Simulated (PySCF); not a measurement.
# BF₄⁻: structure of the singlet

The task is one start of a wider search on BF₄⁻: the singlet, from a square planar start. It is relaxed, tested by its Hessian and followed downhill if it is a saddle.

Method: PBE0, basis B def2-SVPD, F def2-SVPD, no relativity, density fitting; program: PySCF 2.14.0.

## 1. Starting geometry

5 atoms, charge -1, spin multiplicity 1.

Bond lengths: B1–F2 1.490 Å, B1–F3 1.490 Å, B1–F4 1.490 Å, B1–F5 1.490 Å. Angles: F2–B1–F3 90.0°, F2–B1–F4 180.0°, F2–B1–F5 90.0°, F3–B1–F4 90.0°, F3–B1–F5 180.0°, F4–B1–F5 90.0°.

Z-matrix (Å, degrees; charge -1 multiplicity 1):
```
B
F  1 1.4900
F  1 1.4900 2 90.00
F  1 1.4900 3 90.00 2 180.00
F  1 1.4900 2 90.00 3 180.00
```

## 2. Square planar start, singlet: relaxation

The steps below are one call of a driver around PySCF. For each, scf.py gives the equivalent set-up of the SCF; relaxations use the driver's own optimiser. Before each start the driver seeks the lowest SCF state from one or more starting densities and follows internal instabilities, so scf.py alone need not reach the same state.

The program finds D4h symmetry in the start, which this walk keeps. The walk stops when the largest gradient is under 0.0003 Eh/bohr and the energy has settled too.

Contents of scf.py:

```python
from pyscf import gto, scf, dft
mol = gto.M(atom='''
B     -0.000000    -0.000000    -0.000000
F      1.490000     0.000000    -0.000000
F     -0.000000     1.490000    -0.000000
F     -1.490000    -0.000000     0.000000
F      0.000000    -1.490000     0.000000''',
    basis={'B': 'def2-SVPD', 'F': 'def2-SVPD'},
    charge=-1, spin=0)
mf = dft.RKS(mol, xc='PBE0')
mf.grids.atom_grid = (50, 194)
aux = {'B': 'def2-universal-JKFIT', 'F': 'def2-universal-JKFIT'}
mf = mf.density_fit(auxbasis=aux)
mf.kernel()
```

Further steps of the session: Hessian and properties; Downhill along the imaginary mode; Frequencies.

What does the calculation give? Wanted: minimum; geometry; wavenumbers; dipole moment; highest occupied, lowest empty level; polar-tensor charge of B1; zero-point energy.

As calculated:

| quantity | value |
| --- | --- |
| minimum | singlet, Td |
| geometry | B–F 1.409 Å (×4); F–B–F 109.5° (×6) |
| wavenumbers (cm⁻¹) | 357 (e), 509 (t2), 751 (a1), 1079 (t2) |
| dipole moment (centre of mass) | 0.00 D |
| highest occupied, lowest empty level | -4.90, 5.06 eV |
| polar-tensor charge of B1 | +1.88 e |
| zero-point energy | 37.3 kJ/mol |
| entropy at 298.15 K | 269.3 J/(mol K) |

In words: From D4h at the start the molecule goes to a Td minimum, after a stop at a saddle point 363.1 kJ/mol higher, from which it was pushed off along an imaginary mode. In the infrared the band at 1079 cm⁻¹ (t2) leads. Other starts or spin states, not run here, may lie lower.
